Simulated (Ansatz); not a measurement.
# ClH5O2Si2: one species, many methods

How much do the methods differ for ClH5O2Si2? The plan is to run it at one geometry with functionals of several rungs and with coupled cluster. The yardstick is the atomisation energy at the CCSD(T) limit.

Computed with Ansatz 0.2.0, Gaussian basis. Level: functionals in def2-TZVPP, the program's frozen cores in correlated methods.

Plan: LDA (SPW92), PBE-D4, revPBE-D4, BLYP-D4, r2SCAN-D4, B97M-V, PBE0-D4, B3LYP-D4, r2SCANh-D4, r2SCAN0-D4, HSE06-D4, BHLYP-D4, CAM-B3LYP-D4, LC-ωPBE, ωB97X-V, ωB97M-V, B2PLYP, PBE-QIDH; CCSD(T)/def2-SVP; CCSD(T)/def2-TZVPP; MP2/def2-QZVPP; extrapolation to the limit; RPA on PBE.

### Step 1. Structure used throughout

The geometry comes from an earlier relaxation with PBE0-D4 in a triple-zeta def2 set; it is a stationary point, not always the lowest conformer.

SMILES `O[Si](O)([SiH3])Cl`, 10 atoms, charge 0, spin multiplicity 1.

Atoms are counted from 1 here; the program's logs count them from 0.

Bond lengths: O1–Si2 1.638 Å, O1–H6 0.959 Å, Si2–O3 1.627 Å, Si2–Si4 2.331 Å, Si2–Cl5 2.073 Å, O3–H7 0.960 Å, Si4–H8 1.487 Å, Si4–H9 1.486 Å, Si4–H10 1.485 Å. Angles: Si2–O1–H6 117.6°, O1–Si2–O3 108.5°, O1–Si2–Si4 114.8°, O1–Si2–Cl5 106.6°, O3–Si2–Si4 107.6°, O3–Si2–Cl5 111.1°, Si4–Si2–Cl5 108.4°, Si2–O3–H7 118.4°, Si2–Si4–H8 108.5°, Si2–Si4–H9 110.4°, Si2–Si4–H10 109.9°, H8–Si4–H9 109.1°, H8–Si4–H10 109.2°, H9–Si4–H10 109.7°.

### Step 2. LDA

This LDA is Slater exchange with PW92 correlation.

File in.yaml:

```yaml
crystal:
  periodic: [false, false, false]
  atoms:
    - {symbol: O, position_ang: [-0.307947, 1.682529, -0.924267]}
    - {symbol: Si, position_ang: [0.278949, 0.191615, -0.583814]}
    - {symbol: O, position_ang: [1.893836, 0.298398, -0.417631]}
    - {symbol: Si, position_ang: [-0.569033, -0.770330, 1.363200]}
    - {symbol: Cl, position_ang: [-0.227122, -1.023159, -2.186058]}
    - {symbol: H, position_ang: [-1.090866, 1.736113, -1.475027]}
    - {symbol: H, position_ang: [2.392123, 0.762478, -1.094503]}
    - {symbol: H, position_ang: [-2.047279, -0.869020, 1.234214]}
    - {symbol: H, position_ang: [-0.237872, 0.071354, 2.542471]}
    - {symbol: H, position_ang: [-0.001789, -2.130978, 1.544415]}
basis:
  gaussian: {orbitals: def2-TZVPP}
hamiltonian: {xc: lda}
output: {orbitals: {seedname: orbitals}}
```

The run is started by

```console
$ ansatz run in.yaml --threads 4 --pin off --events-out ev --progress --plain --max-ram 10444MiB
```

The runs that follow: PBE-D4 (GGA); revPBE-D4 (GGA); BLYP-D4 (GGA); r2SCAN-D4 (meta-GGA); B97M-V (meta-GGA); B3LYP-D4 (hybrid); r2SCANh-D4 (hybrid); r2SCAN0-D4 (hybrid); HSE06-D4 (hybrid); BHLYP-D4 (hybrid); CAM-B3LYP-D4 (range-separated); LC-ωPBE (range-separated); ωB97X-V (range-separated); ωB97M-V (range-separated); B2PLYP (double hybrid); PBE-QIDH (double hybrid); CCSD(T) in def2-SVP; CCSD(T) in def2-TZVPP; MP2 in def2-QZVPP; RPA on PBE orbitals.

Before running them: what should the planned runs give, taken together? Wanted: atomisation energy, CCSD(T)/CBS; farthest beyond LDA; mean size of error, GGA; mean size of error, meta-GGA; mean size of error, hybrid; mean size of error, range-separated; mean size of error, double hybrid; gap, smallest and largest; T1 diagnostic.

The runs gave:

| quantity | value |
| --- | --- |
| atomisation energy, CCSD(T)/CBS | 3515.1 kJ/mol |
| functionals within 17.6 kJ/mol (0.5 %) | PBE-D4, r2SCAN-D4, B97M-V, ωB97X-V, ωB97M-V |
| farthest beyond LDA | BHLYP-D4 (-135.5 kJ/mol) |
| mean size of error, GGA | 50.4 kJ/mol |
| mean size of error, meta-GGA | 9.6 kJ/mol |
| mean size of error, hybrid | 69.9 kJ/mol |
| mean size of error, range-separated | 23.3 kJ/mol |
| mean size of error, double hybrid | 71.7 kJ/mol |
| gap, smallest and largest | 6.18 eV (LDA (SPW92)), 13.18 eV (LC-ωPBE) |
| T1 diagnostic | 0.0119 |
| triples share of the correlation energy | 3.6 % |

**Reading.** LDA overbinds by 452.5 kJ/mol (13 %). PBE-D4 is off by -7.0 kJ/mol. Double hybrids carry the basis error of their MP2 part in triple zeta, and no dispersion term here, so their miss is partly the set-up's. By mean error the best rung here is meta-GGA (9.6 kJ/mol) and the worst beyond LDA is double hybrid (71.7 kJ/mol). hybrid functionals lie within the reference's doubt of that worst mean (69.9 kJ/mol), so those two tie. The reference freezes the cores and leaves out relativity and excitations past (T), so misses under about 17.6 kJ/mol can't be ranked. Hartree-Fock recovers 72 % of the binding; the rest is correlation. CCSD(T) in def2-SVP is off by -326.7 kJ/mol, more than most functionals: a good method in a small basis is no reference. The gap grows from 6.2 to 13.2 eV across the functionals, mostly with the share of exact exchange.
